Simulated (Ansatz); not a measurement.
# Na16H: the cost of one run

Program: Ansatz 0.2.0. Level of theory: DFT PBE, plane waves, PAW, scalar-relativistic, no spin polarisation. These are calculated values, not measurements.

**1. The structure to begin with**

The cell holds 17 atoms (HNa16): a = 8.460 Å, b = 8.460 Å, c = 8.460 Å, α = 90.00°, β = 90.00°, γ = 90.00°.

Its coordinates follow in the input file.

**2. End point A**

The input, input.yaml:

```yaml
crystal:
  lattice:
    - [8.46, 0.0, 0.0]
    - [0.0, 8.46, 0.0]
    - [0.0, 0.0, 8.46]
  atoms:
    - { symbol: Na, position: [0.0, 0.0, 0.0] }
    - { symbol: Na, position: [0.5, 0.0, 0.0] }
    - { symbol: Na, position: [0.0, 0.5, 0.0] }
    - { symbol: Na, position: [0.0, 0.0, 0.5] }
    - { symbol: Na, position: [0.25, 0.25, 0.25] }
    - { symbol: Na, position: [0.5, 0.5, 0.0] }
    - { symbol: Na, position: [0.5, 0.0, 0.5] }
    - { symbol: Na, position: [0.75, 0.25, 0.25] }
    - { symbol: Na, position: [0.0, 0.5, 0.5] }
    - { symbol: Na, position: [0.25, 0.75, 0.25] }
    - { symbol: Na, position: [0.25, 0.25, 0.75] }
    - { symbol: Na, position: [0.5, 0.5, 0.5] }
    - { symbol: Na, position: [0.75, 0.75, 0.25] }
    - { symbol: Na, position: [0.75, 0.25, 0.75] }
    - { symbol: Na, position: [0.25, 0.75, 0.75] }
    - { symbol: Na, position: [0.75, 0.75, 0.75] }
    - { symbol: H, position: [0.7508803, -0.0040019, 0.8703341] }
basis:
  ecutwfc: 420.0
kpoints:
  mp_grid: { grid: [2, 2, 2] }
hamiltonian:
  xc: pbe
scf:
  occupations: { method: gaussian, width: 0.15 }
  lower_state_search: "off"
relax:
  f_tol: 0.03
  max_steps: 60
  adjacent_minimum: "off"
```

Run with:

```console
> ansatz run input.yaml --threads 2 --pin off --max-ram 5120MiB --backend cpu --events-out ev --progress --plain --runs-dir out
```

**Question.** How long does this run take on 2 threads of Intel Xeon Platinum 8375C at 2.90GHz (Ice Lake), shared host, and how much memory does it need?

About 36 s, with a peak of 1 GiB.
